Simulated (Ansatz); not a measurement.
# BGeH₄ (doublet): wave-function methods side by side at distance Ge1–B2 = 1.974 Å, cc-pVDZ

The task here is to estimate one member of a computed series from the others.

Program: Ansatz 0.2.0, Gaussian basis. Level of theory: cc-pVDZ, core rule «outside noble gas», up to 15 orbitals frozen. These are calculated values, not measurements.

Plan: UHF; CCSD(T) on ROHF; CCSD(T) on UHF; BCCD(T) on ROHF; CISD; CCSDT(Q) on ROHF; CCSDT(Q) on UHF; CASSCF and MRCISD+Q, 3 electrons in 3 orbitals; CASSCF and NEVPT2, 3 electrons in 3 orbitals; CASSCF and MRCISD+Q, 9 electrons in 9 orbitals; CASSCF and NEVPT2, 9 electrons in 9 orbitals.

19 further runs of the same task are left out: 1 for a mislabelled method, 15 that didn't finish, 3 set aside as unsound or not needed.

### The geometry

The geometry derives from a PBE0/def2-TZVP stationary point (not a proven minimum). One bond is set to the value named and the two fragments are kept rigid. No spin-orbit coupling is included. The filled d shell of Ge may be among the frozen orbitals whatever the setting's name suggests; the logs give the count.

6 atoms, charge 0, spin multiplicity 2.

Atoms are counted from 1 here; the program's logs count them from 0.

Bond lengths: Ge1–B2 1.974 Å, Ge1–H3 1.536 Å, Ge1–H4 1.536 Å, B2–H5 1.193 Å, B2–H6 1.193 Å. Angles: B2–Ge1–H3 125.2°, B2–Ge1–H4 125.2°, H3–Ge1–H4 109.7°, Ge1–B2–H5 119.1°, Ge1–B2–H6 119.1°, H5–B2–H6 121.9°.

The first run:

in.yaml

```yaml
crystal:
  periodic: [false, false, false]
  atoms:
    - {symbol: Ge, position_ang: [0.000000, 0.000000, 0.282333]}
    - {symbol: B, position_ang: [0.000000, 0.000000, -1.691224]}
    - {symbol: H, position_ang: [0.000000, 1.255258, 1.166980]}
    - {symbol: H, position_ang: [0.000000, -1.255258, 1.166980]}
    - {symbol: H, position_ang: [0.000000, 1.042369, -2.270633]}
    - {symbol: H, position_ang: [0.000000, -1.042369, -2.270633]}
basis:
  gaussian: {orbitals: cc-pVDZ}
magnetization: {spin_polarized: true, initial_magnetization: 1}
hamiltonian: {xc: hf}
output: {orbitals: {seedname: orbitals}}
```

Launch:

```console
ansatz run in.yaml --threads 1 --pin off --events-out ev --progress --plain --max-ram 2393MiB
```

Steps of the session up to this table: UHF; CCSD(T) on ROHF; CCSD(T) on UHF; BCCD(T) on ROHF; CISD; CCSDT(Q) on ROHF; CCSDT(Q) on UHF; CASSCF and MRCISD+Q, 3 electrons in 3 orbitals; CASSCF and NEVPT2, 3 electrons in 3 orbitals; CASSCF and MRCISD+Q, 9 electrons in 9 orbitals; CASSCF and NEVPT2, 9 electrons in 9 orbitals.

One of the session's tables, all rows but one given; the rest of the session is left out.

| method | from UCCSDT(Q) (kcal/mol) |
| --- | --- |
| ROHF | +136.76 |
| UHF | +135.10 |
| RMP2 | +28.57 |
| UMP2 | +28.82 |
| CISD | +14.10 |
| RCCSD | +4.16 |
| UCCSD | +4.07 |
| RCCSD(T) | +0.85 |
| UCCSD(T) | +0.81 |
| BCCD(T) | +0.83 |
| RCCSDT | +0.18 |
| UCCSDT | +0.13 |
| RCCSDT(Q) | +0.05 |
| UCCSDT(Q) | 0 |
| CASSCF pair | +127.48 |
| NEVPT2 pair | +28.97 |
| MRCISD pair | ? |
| MRCISD+Q pair | +1.00 |

Q: Estimate the row for MRCISD pair from the others.

The run gave: from UCCSDT(Q) (kcal/mol): +12.46. In the column «from UCCSDT(Q) (kcal/mol)» it lies between RCCSD (+4.16) and CISD (+14.10).

Left out of the table: CASSCF frontier, NEVPT2 frontier, MRCISD frontier, MRCISD+Q frontier (the active space lost an orbital or holds another state than full CI finds).

Caveats from the session: Restricted and unrestricted rows rest on different reference determinants; where their highest levels disagree by more than a few hundredths of an eV, they describe different states and don't form one ladder. Warnings in the runs' records: passed over end.
